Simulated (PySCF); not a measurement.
# KSi+: from the state search to spectroscopic constants

An exercise on one series of results from a longer session: the logs are not shown, and one member is left open.

Method: K aug-pcseg-1, Si aug-pcseg-1, no relativity; program: PySCF 2.14.0.

The first run:

A driver script around PySCF takes these settings:

```yaml
atoms: K, Si
charge: 1
basis: K aug-pcseg-1, Si aug-pcseg-1
Hamiltonian: no relativity
basis_functions: 60
electrons_treated: 32
masses_in_u: 38.9637, 27.9769
levels: PBE0, PBE, r²SCAN, M06, TPSSh, M06-2X, HF, MP2, SCS-MP2, CCSD, CCSD(T)
grid: 80 radial by 434 angular points
occupations: held fixed by the projection of orbital angular momentum
dissociation_limit: K+ + Si, each in its ground configuration
starting_distance_in_angstrom: 3.160
values_of_2S_to_try: 0, 2
```

The run is started by

```bash
OMP_NUM_THREADS=1 python dia.py task.json out
```

Among the steps run: Set-up; PBE0 along the bond; Other states along the same grid; PBE; r²SCAN (meta-GGA); M06 (hybrid meta-GGA); TPSSh (hybrid meta-GGA); M06-2X (hybrid meta-GGA); UHF (mean field); MP2 and coupled cluster.

One of the session's tables, all rows but one given; the rest of the session is left out.

It belongs to the step «The curves together». Energy (eV) from each level's lowest point:

| R (Å) | UHF | UHF-MP2 | UHF-SCS-MP2 | UHF-CCSD | UHF-CCSD(T) |
| --- | --- | --- | --- | --- | --- |
| 3.155 | 0.197 | 0.171 | 0.176 | n/a | n/a |
| 3.301 | 0.102 | 0.084 | 0.087 | 0.088 | 0.087 |
| 3.448 | 0.045 | 0.033 | 0.036 | 0.036 | 0.036 |
| 3.558 | 0.020 | 0.012 | 0.014 | 0.014 | 0.014 |
| 3.668 | ? | ? | ? | ? | ? |
| 3.778 | 0.000 | 0.000 | 0.000 | 0.000 | 0.000 |
| 3.925 | 0.001 | 0.005 | 0.005 | 0.004 | 0.005 |
| 4.108 | 0.012 | 0.021 | 0.019 | 0.019 | 0.019 |
| 4.328 | 0.032 | 0.047 | 0.044 | 0.043 | 0.044 |
| 4.622 | 0.062 | 0.084 | 0.081 | n/a | n/a |

**Question.** Estimate the row for R (Å) = 3.668.

Worked estimate for «UHF». A straight line through the neighbours (3.558, 0.020) and (3.778, 0.000) gives 0.020 + (0.000 − 0.020) × (3.668 − 3.558) / (3.778 − 3.558) = 0.010; a parabola fitted to 4 rows on both sides gives 0.006.

As computed: UHF: 0.006; UHF-MP2: 0.002; UHF-SCS-MP2: 0.003; UHF-CCSD: 0.003; UHF-CCSD(T): 0.003. In «UHF» the line misses by +0.004 and the parabola by 0.000.

Limits of these values: The bond is weak, and basis-set superposition, which was not computed, may be a sizeable part of it.
